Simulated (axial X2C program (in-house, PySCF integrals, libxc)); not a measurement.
# Linear FTeF⁻ at several levels

How do method and spin–orbit coupling move the bonds and stretches of FTeF⁻, held linear?

Method: all-electron X2C, two-component (2c) or spin-free, F dyall-av3z, Te dyall-v3z; program: an in-house X2C program for linear molecules on PySCF integrals.

All values are calculated.

2 further runs of the same task are left out: 2 set aside as unsound or not needed.

## 1. Input

task.json reads:

```json
{
 "zs": [
  9,
  52,
  9
 ],
 "q": -1,
 "bas": [
  "dyall-av3z",
  "dyall-v3z",
  "dyall-av3z"
 ],
 "r0": [
  2.0,
  2.0
 ],
 "symm": 1,
 "scan": [
  "PBE0",
  "HF",
  "TPSSh"
 ],
 "levels": [
  "PBE0",
  "HF",
  "LDA"
 ],
 "nst": 2
}
```

Keys: zs atomic numbers; q charge; bas basis sets; r0 starting distance in Å; symm equal bonds; scan levels of the two-bond scan (MP2 follows by itself at each HF point); levels methods; nst determinants followed.

On the command line:

```sh
$ python solin.py task.json out
```

Masses F 18.998, Te 129.906, F 18.998 u.

## 2. Scan at PBE0, 2c

State: Ω = 3/2 (beyond evenly filled blocks: ω = 3/2). Energies above the lowest point, from the job's result record:

| r(F–Te) (Å) | r(Te–F) (Å) | E (meV) |
| --- | --- | --- |
| 2.0504 | 2.0504 | 36.00 |
| 2.0504 | 2.1030 | 14.90 |
| 2.0504 | 2.1556 | 23.60 |
| 2.1030 | 2.0504 | 14.90 |
| 2.1030 | 2.1030 | 0.00 |
| 2.1030 | 2.1556 | 14.56 |
| 2.1030 | 2.2082 | 51.67 |
| 2.1556 | 2.0504 | 23.60 |
| 2.1556 | 2.1030 | 14.56 |
| 2.1556 | 2.1556 | 34.65 |
| 2.2082 | 2.1030 | 51.67 |
| 2.2082 | 2.2082 | 124.21 |

A quadratic surface with cubic terms in each bond gives the minimum at 2.102 and 2.102 Å, force constants 1.7, 1.7 and coupling 0.32 mdyn/Å.

## 3. Scan at HF, 2c

State: Ω = 3/2 (beyond evenly filled blocks: ω = 3/2). Energies above the lowest point, from the job's result record:

| r(F–Te) (Å) | r(Te–F) (Å) | E (meV) |
| --- | --- | --- |
| 2.0504 | 2.0504 | 13.25 |
| 2.0504 | 2.1030 | 2.50 |
| 2.0504 | 2.1556 | 18.91 |
| 2.1030 | 2.0504 | 2.50 |
| 2.1030 | 2.1030 | 0.00 |
| 2.1030 | 2.1556 | 24.29 |
| 2.1030 | 2.2082 | 68.62 |
| 2.1556 | 2.0504 | 18.91 |
| 2.1556 | 2.1030 | 24.29 |
| 2.1556 | 2.1556 | 56.12 |
| 2.2082 | 2.1030 | 68.62 |
| 2.2082 | 2.2082 | 166.00 |

A quadratic surface with cubic terms in each bond gives the minimum at 2.085 and 2.085 Å, force constants 1.67, 1.67 and coupling 0.44 mdyn/Å.

## 4. Scan at TPSSh, 2c

State: Ω = 3/2 (beyond evenly filled blocks: ω = 3/2). Energies above the lowest point, from the job's result record:

| r(F–Te) (Å) | r(Te–F) (Å) | E (meV) |
| --- | --- | --- |
| 2.0504 | 2.0504 | 49.16 |
| 2.0504 | 2.1030 | 21.66 |
| 2.0504 | 2.1556 | 24.76 |
| 2.1030 | 2.0504 | 21.66 |
| 2.1030 | 2.1030 | 0.00 |
| 2.1030 | 2.1556 | 8.60 |
| 2.1030 | 2.2082 | 40.45 |
| 2.1556 | 2.0504 | 24.76 |
| 2.1556 | 2.1030 | 8.60 |
| 2.1556 | 2.1556 | 22.37 |
| 2.2082 | 2.1030 | 40.45 |
| 2.2082 | 2.2082 | 100.38 |

A quadratic surface with cubic terms in each bond gives the minimum at 2.111 and 2.111 Å, force constants 1.68, 1.68 and coupling 0.30 mdyn/Å.

## 5. The levels side by side

| level | r(F–Te) (Å) | r(Te–F) (Å) | lower stretch (cm⁻¹) | upper stretch (cm⁻¹) |
| --- | --- | --- | --- | --- |
| PBE0, 2c | 2.102 | 2.102 | 399.6 | 425.0 |
| HF, 2c | 2.085 | 2.085 | 377.1 | 433.3 |
| TPSSh, 2c | 2.111 | 2.111 | 398.8 | 420.1 |
| MP2, 2c | 2.102 | 2.102 | 408.0 | 434.6 |
| PBE0, spin-free | 2.095 | 2.095 | 402.9 | 430.1 |
| HF, spin-free | 2.079 | 2.079 | 380.0 | 439.0 |
| TPSSh, spin-free | 2.105 | 2.105 | 401.9 | 424.8 |
| MP2, spin-free | 2.096 | 2.096 | 411.1 | 438.9 |

Scans not shown above were run alike.

In words: Over the levels the F–Te bond spans 2.079 to 2.111 Å and the Te–F bond 2.079 to 2.111 Å. At PBE0 going from spin-free to two-component moves the bonds by +0.006 and +0.006 Å. Each state is one determinant, the lowest of a limited PBE0 search; the stretches come from a fit to few points and are good to some per cent at best. MP2 freezes inner shells (threshold -2 hartree). For an anion the highest level of a functional can be positive, and the basis then holds the extra electron. The molecule was held linear; bending was not examined, so a bent shape may lie lower. Note: functional without a current term on a determinant with orbital currents, of the molecule or an atom.
